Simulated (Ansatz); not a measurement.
# C2H4BrNSi: one species, many methods

An exercise on one series of results from a longer session: the logs are not shown, and one member is left open.

Program: Ansatz 0.2.0, Gaussian basis. Level of theory: functionals in def2-TZVPP, the program's frozen cores in correlated methods. These are calculated values, not measurements.

Plan: PBE-D4, r2SCAN-D4, PBE0-D4, B3LYP-D4, ωB97X-V, ωB97M-V, B2PLYP; CCSD(T)/def2-TZVPP; MP2/def2-QZVPP; extrapolation to the limit.

## The geometry

An earlier PBE0-D4 in a triple-zeta def2 set relaxation fixed the geometry.

SMILES `Br[SiH]1C=NC1`, 9 atoms, charge 0, spin multiplicity 1.

Atoms are counted from 1 here; the program's logs count them from 0.

Bond lengths: Br1–Si2 2.221 Å, Si2–C3 1.865 Å, Si2–C5 1.888 Å, Si2–H6 1.486 Å, C3–N4 1.283 Å, C3–H7 1.088 Å, N4–C5 1.487 Å, C5–H8 1.092 Å, C5–H9 1.091 Å. Angles: Br1–Si2–C3 121.0°, Br1–Si2–C5 120.4°, Br1–Si2–H6 106.3°, C3–Si2–C5 72.1°, C3–Si2–H6 116.5°, C5–Si2–H6 118.1°, Si2–C3–N4 94.5°, Si2–C3–H7 143.9°, N4–C3–H7 121.4°, C3–N4–C5 105.6°, Si2–C5–N4 87.2°, Si2–C5–H8 120.2°, Si2–C5–H9 116.8°, N4–C5–H8 111.9°, N4–C5–H9 110.2°, H8–C5–H9 108.6°.

The first run:

Input file in.yaml:

```yaml
crystal:
  periodic: [false, false, false]
  atoms:
    - {symbol: Br, position_ang: [-1.200034, 2.053772, -1.605246]}
    - {symbol: Si, position_ang: [0.050656, 0.928432, -0.155627]}
    - {symbol: C, position_ang: [1.034127, -0.563767, -0.690172]}
    - {symbol: N, position_ang: [0.447111, -1.367046, 0.119139]}
    - {symbol: C, position_ang: [-0.648345, -0.577647, 0.742505]}
    - {symbol: H, position_ang: [0.776655, 1.947269, 0.646901]}
    - {symbol: H, position_ang: [1.865060, -0.892405, -1.311113]}
    - {symbol: H, position_ang: [-0.618317, -0.629063, 1.832466]}
    - {symbol: H, position_ang: [-1.618413, -0.945645, 0.403947]}
basis:
  gaussian: {orbitals: def2-TZVPP}
hamiltonian: {xc: pbe, dispersion: d4}
output: {forces: true, orbitals: {seedname: orbitals}}
```

The run is started by

```console
ansatz run in.yaml --threads 4 --pin off --events-out ev --progress --plain --max-ram 10444MiB
```

Among the steps run: PBE-D4 (GGA); r2SCAN-D4 (meta-GGA); PBE0-D4 (hybrid); B3LYP-D4 (hybrid); ωB97X-V (range-separated); ωB97M-V (range-separated); B2PLYP (double hybrid); CCSD(T) in def2-TZVPP; MP2 in def2-QZVPP.

One of the session's tables, all rows but one given; the rest of the session is left out.

```
            method  atomisation energy (kJ/mol)
            PBE-D4                       3462.5
         r2SCAN-D4                       3363.8
           PBE0-D4                       3383.3
          B3LYP-D4                       3348.6
           ωB97X-V                       3372.5
           ωB97M-V                       3365.4
            B2PLYP                            ?
     HF/def2-TZVPP                       2326.7
    MP2/def2-TZVPP                       3325.0
   CCSD/def2-TZVPP                       3176.4
CCSD(T)/def2-TZVPP                       3246.6
           MP2/CBS                       3434.6
       CCSD(T)/CBS                       3356.2
```

**Question.** Estimate the row for B2PLYP.

As computed: atomisation energy (kJ/mol): 3312.2. In the column «atomisation energy (kJ/mol)» it lies between CCSD(T)/def2-TZVPP (3246.6) and MP2/def2-TZVPP (3325.0).

Among the levels timed on like hardware and quicker than the yardstick, those that no quicker one beats, quickest first: PBE-D4 (2.9 s, +106.3 kJ/mol); PBE0-D4 (3.8 s, +27.2 kJ/mol); r2SCAN-D4 (6 s, +7.6 kJ/mol).

B2PLYP carry no dispersion term (for B3LYP, D4 adds 37.2 kJ/mol).

Limits of these values: Free atoms (1 Br, 1 Si, 2 C, 1 N, 4 H) were run apart at each level; the atomisation energy is their sum less the molecule, without zero-point or spin-orbit terms. All levels share the lack of spin-orbit coupling, which lowers the free heavy atoms and so the true binding.
